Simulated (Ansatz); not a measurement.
# LaCd15Se16 (Cadmoselite): the cost of one run

Program: Ansatz 0.2.0. Level of theory: DFT, PBE, plane-wave PAW, default files, scalar-relativistic, as far as a step names no other. These are calculated values, not measurements.

The COD entry's cell or inner coordinates are ideal or old and differ from later refinements, so a difference from it is no clean test against experiment.

**1. The system as given**

The structure is trigonal, space group P3m1 (No. 156). Conventional cell: a = 8.600 Å, b = 8.600 Å, c = 14.040 Å, α = 90.00°, β = 90.00°, γ = 120.00°. La (site symmetry 3m) has 4 Se at 2.61 to 2.70 Å in its first shell of neighbours. Around Cd (site symmetry 3m) lie 4 Se at 2.61 to 2.70 Å. Around Cd (site symmetry m) lie 4 Se at 2.61 to 2.70 Å. Only part of the 16 independent sites is listed.

Coordinates:

```xyz
32
Lattice="8.6000 0.0000 0.0000 -4.3000 7.4478 0.0000 0.0000 0.0000 14.0400" Properties=species:S:1:pos:R:3 pbc="T T T"
La    0.0000    2.4826    0.0000
Cd    0.0000    2.4826    7.0200
Cd   -2.1500    6.2065    0.0000
Cd   -2.1500    6.2065    7.0200
Cd    4.3000    2.4826    0.0000
Cd    4.3000    2.4826    7.0200
Cd    2.1500    6.2065    0.0000
Cd    2.1500    6.2065    7.0200
Cd    2.1500    1.2413    3.5100
Cd    2.1500    1.2413   10.5300
Cd    0.0000    4.9652    3.5100
Cd    0.0000    4.9652   10.5300
Cd    6.4500    1.2413    3.5100
Cd    6.4500    1.2413   10.5300
Cd    4.3000    4.9652    3.5100
Cd    4.3000    4.9652   10.5300
Se    0.0000    2.4826    2.7027
Se    0.0000    2.4826    9.7227
Se   -2.1500    6.2065    2.7027
Se   -2.1500    6.2065    9.7227
Se    4.3000    2.4826    2.7027
Se    4.3000    2.4826    9.7227
Se    2.1500    6.2065    2.7027
Se    2.1500    6.2065    9.7227
Se    2.1500    1.2413    6.2127
Se    2.1500    1.2413   13.2327
Se    0.0000    4.9652    6.2127
Se    0.0000    4.9652   13.2327
Se    6.4500    1.2413    6.2127
Se    6.4500    1.2413   13.2327
Se    4.3000    4.9652    6.2127
Se    4.3000    4.9652   13.2327
```

Atom 1 of the input is the impurity.

**2. First run, atoms as given**

File input.yaml:

```yaml
crystal:
  lattice:
    - [8.6, 0.0, 0.0]
    - [-4.3, 7.4478184726, 0.0]
    - [0.0, 0.0, 14.04]
  atoms:
    - { symbol: La, position: [0.1666666666, 0.3333333334, 0.0] }
    - { symbol: Cd, position: [0.1666666666, 0.3333333334, 0.5] }
    - { symbol: Cd, position: [0.1666666666, 0.8333333334, 0.0] }
    - { symbol: Cd, position: [0.1666666666, 0.8333333334, 0.5] }
    - { symbol: Cd, position: [0.6666666666, 0.3333333334, 0.0] }
    - { symbol: Cd, position: [0.6666666666, 0.3333333334, 0.5] }
    - { symbol: Cd, position: [0.6666666666, 0.8333333334, 0.0] }
    - { symbol: Cd, position: [0.6666666666, 0.8333333334, 0.5] }
    - { symbol: Cd, position: [0.3333333334, 0.1666666666, 0.25] }
    - { symbol: Cd, position: [0.3333333334, 0.1666666666, 0.75] }
    - { symbol: Cd, position: [0.3333333334, 0.6666666666, 0.25] }
    - { symbol: Cd, position: [0.3333333334, 0.6666666666, 0.75] }
    - { symbol: Cd, position: [0.8333333334, 0.1666666666, 0.25] }
    - { symbol: Cd, position: [0.8333333334, 0.1666666666, 0.75] }
    - { symbol: Cd, position: [0.8333333334, 0.6666666666, 0.25] }
    - { symbol: Cd, position: [0.8333333334, 0.6666666666, 0.75] }
    - { symbol: Se, position: [0.1666666666, 0.3333333334, 0.1925] }
    - { symbol: Se, position: [0.1666666666, 0.3333333334, 0.6925] }
    - { symbol: Se, position: [0.1666666666, 0.8333333334, 0.1925] }
    - { symbol: Se, position: [0.1666666666, 0.8333333334, 0.6925] }
    - { symbol: Se, position: [0.6666666666, 0.3333333334, 0.1925] }
    - { symbol: Se, position: [0.6666666666, 0.3333333334, 0.6925] }
    - { symbol: Se, position: [0.6666666666, 0.8333333334, 0.1925] }
    - { symbol: Se, position: [0.6666666666, 0.8333333334, 0.6925] }
    - { symbol: Se, position: [0.3333333334, 0.1666666666, 0.4425] }
    - { symbol: Se, position: [0.3333333334, 0.1666666666, 0.9425] }
    - { symbol: Se, position: [0.3333333334, 0.6666666666, 0.4425] }
    - { symbol: Se, position: [0.3333333334, 0.6666666666, 0.9425] }
    - { symbol: Se, position: [0.8333333334, 0.1666666666, 0.4425] }
    - { symbol: Se, position: [0.8333333334, 0.1666666666, 0.9425] }
    - { symbol: Se, position: [0.8333333334, 0.6666666666, 0.4425] }
    - { symbol: Se, position: [0.8333333334, 0.6666666666, 0.9425] }
total_charge: 1
kpoints:
  mp_grid: { grid: [3, 3, 2] }
scf:
  occupations: { method: fermi_dirac, width: 0.01 }
hamiltonian:
  xc: pbe
  pseudopotentials: { kind: paw }
output:
  forces: true
  stress: true
  populations: true
  efg: { quadrupole_moments_barn: { La: 0.206 }, contact_densities: true }
  write_density: true
  write_potential: true
  elf: true
  volumetric_format: npy
```

Command:

```console
$ ansatz run input.yaml --threads 4 --pin off --max-ram 8192MiB --backend cpu --events-out ev --progress --plain --runs-dir out
```

What time and memory should one allow on 4 threads of AMD EPYC 7B13 (Zen 3), shared host?

About 83 s, with a peak of 5.4 GiB.
